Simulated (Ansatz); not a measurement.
TiAu, space group Pm-3m, a displacement scan with seeded SCF runs

With the Python package of Ansatz (0.2.0).

Contents of `tiau.extxyz`:
```text
2
Lattice="3.254 0.0 0.0 0.0 3.254 0.0 0.0 0.0 3.254" Properties=species:S:1:pos:R:3 pbc="T T T"
Ti    1.62700000    1.62700000    1.62700000
Au    0.00000000    0.00000000    0.00000000
```

At the Python prompt:
```pycon
>>> import ansatz as az
>>> import numpy as np
>>> XC = "lda"
>>> ECUT = 420
>>> K_DENSITY = 2.4
>>> FILLING = "cold"
>>> WIDTH_EV = 0.1
>>> tiau = az.Crystal.from_extxyz("tiau.extxyz")
>>> start = np.array(tiau.resolved().sites[0].position)
>>> previous, rows = None, []
>>> for step in range(6):
...     target = start + step * 0.005 * np.eye(3)[0]
...     job = (
...         tiau.move(0, to=target).calculation()
...         .functional(XC)
...         .pseudopotentials("paw")
...         .basis(ECUT)
...         .kpoints(density=K_DENSITY)
...         .occupations(FILLING, width=WIDTH_EV)
...         .forces()
...     )
...     session = job.session()
...     if previous is not None:
...         session.seed_next_step(previous)
...     previous = session.plan(retain="wavefunctions").execute()
...     summary = previous.report
...     shift = float(np.linalg.norm((target - start) @ np.array(summary["lattice"]["cell_ang"])))
...     rows.append((step, shift, summary["lagrangian_ev"], float(np.linalg.norm(summary["forces_ev_ang"][0])), summary["n_iterations"], summary["n_symmetry_ops"]))
...
True
True
True
True
True
>>> rows = [(row[0], row[1], 1000 * (row[2] - rows[0][2]), *row[3:]) for row in rows]
>>> lines = [",".join(["step", "moved A", "dE meV", "force on it eV/A", "iterations", "symmetry operations"])] + [",".join(f"{v:.4f}" if isinstance(v, float) else str(v) for v in row) for row in rows]
>>> print("\n".join(lines))
step,moved A,dE meV,force on it eV/A,iterations,symmetry operations
0,0.0000,0.0000,0.0000,6,48
1,0.0163,0.3066,0.0377,4,8
2,0.0325,1.2266,0.0754,4,8
3,0.0488,2.7603,0.1131,4,8
4,0.0651,4.9081,0.1509,5,8
5,0.0814,7.6705,0.1887,5,8
>>> with open("walk.csv", "w") as handle:
...     handle.write("\n".join(lines) + "\n")
...
231
```

The mesh is modest for a metal, so energies can be off by several to tens of meV an atom and pressures by half a GPa or more; differences at equal mesh fare better. Spin-orbit coupling, which matters for elements this heavy, is left out. The structure is a deposited one; some such entries were measured under pressure or heat, so a shift against it needn't be the functional's error alone. The first step keeps the crystal's symmetry; the moved atom lowers it. Timing: 6.2 s on 1 thread of AMD EPYC 7R43 64-Core Processor (Zen 3) (shared host), peak memory 0.4 GiB.

(Lines on the test bed's own set-up are left out of the output.)
